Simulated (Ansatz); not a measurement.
Run this with Ansatz 0.2.0, Python API and show what comes out.

Contents of `znhg3_znhg3.xyz`:
```text
4
Lattice="4.563231 0.0 0.0 0.0 4.563231 0.0 0.0 0.0 4.563231" Properties=species:S:1:pos:R:3 pbc="T T T"
Zn    2.28161550    2.28161550    2.28161550
Hg    2.28161550    0.00000000    0.00000000
Hg    0.00000000    2.28161550    0.00000000
Hg    0.00000000    0.00000000    2.28161550
```

The script, `cohesive_znhg3.py`:
```python
"""Binding of ZnHg3 against spin-polarised atoms in a box."""

from collections import Counter
from dataclasses import dataclass
import warnings

import ansatz as az


@dataclass(frozen=True)
class RunConfig:
    functional: str = "r2scan"
    cutoff_ev: int = 600
    k_spacing: float = 0.14
    smearing: str = "cold"
    sigma: float = 0.02


settings = RunConfig()


def counts(outcome):
    return Counter(site.symbol for site in outcome.lattice.sites)

UNPAIRED = {"Zn": 0, "Hg": 0}  # unpaired electrons of the free atoms


def compute(name, crystal):
    calc = (
        crystal.calculation()
        .functional(settings.functional)
        .basis(settings.cutoff_ev)
        .kpoints(spacing=settings.k_spacing)
        .occupations(settings.smearing, width=settings.sigma)
    )
    if name.endswith(" atom"):
        calc = calc.kpoints(1, 1, 1).occupations("fermi_dirac", width=0.01)
        if UNPAIRED[name.split()[0]]:
            calc = calc.spin("collinear")
        return calc.run(threads=1, pin="off")
    calc = calc.relax(force_tolerance=0.03, max_steps=60, cell=True)
    return calc.run(threads=1, pin="off")

warnings.simplefilter("ignore")

phases = {}
znhg3 = az.Crystal.from_extxyz("znhg3_znhg3.xyz")
phases["ZnHg3"] = znhg3
# free atoms: a low-symmetry box, moments by the rule of Hund
for element, moment in UNPAIRED.items():
    phases[f"{element} atom"] = az.Lattice.orthorhombic(9.0, 9.5, 10.0).atom(element, (0.5, 0.5, 0.5), moment=moment or None)

done = {name: compute(name, crystal) for name, crystal in phases.items()}

for element in UNPAIRED:
    atom = done[f"{element} atom"].report
    print(f"{element} atom: {atom['energy_sigma0_ev']:.4f} eV, moment {atom['magnetization_mub']:.2f} muB")
solid = done["ZnHg3"]
n = counts(solid)
binding = (sum(k * done[f"{e} atom"].report["energy_sigma0_ev"] for e, k in n.items()) - solid.report["energy_sigma0_ev"]) / sum(n.values())
print(f"cohesive energy {binding:.3f} eV/atom = {96.4853 * binding:.0f} kJ/mol of atoms (no zero-point energy)")
```

Running `python cohesive_znhg3.py` prints:
```text
Zn atom: -3324.2019 eV, moment 0.00 muB
Hg atom: -13827.3615 eV, moment 0.00 muB
cohesive energy 0.559 eV/atom = 54 kJ/mol of atoms (no zero-point energy)
```

Total energies depend on the potentials; only differences at equal settings carry meaning. Other magnetic orders than the one started from may lie lower. For the metals among these phases the mesh is modest: differences between phases can be off by up to 40 meV an atom. Spin-orbit coupling, which matters for elements this heavy, is left out. r2SCAN tends to overestimate the moments of itinerant magnets. The cells come from databases of deposited and of computed structures, and not all need be stable phases. Free atoms in a box carry small image and symmetry errors, and spin-orbit coupling is left out. Hardware and time: 3 min on 1 thread of Arm Neoverse V2, on a shared host, peak memory 2 GiB.
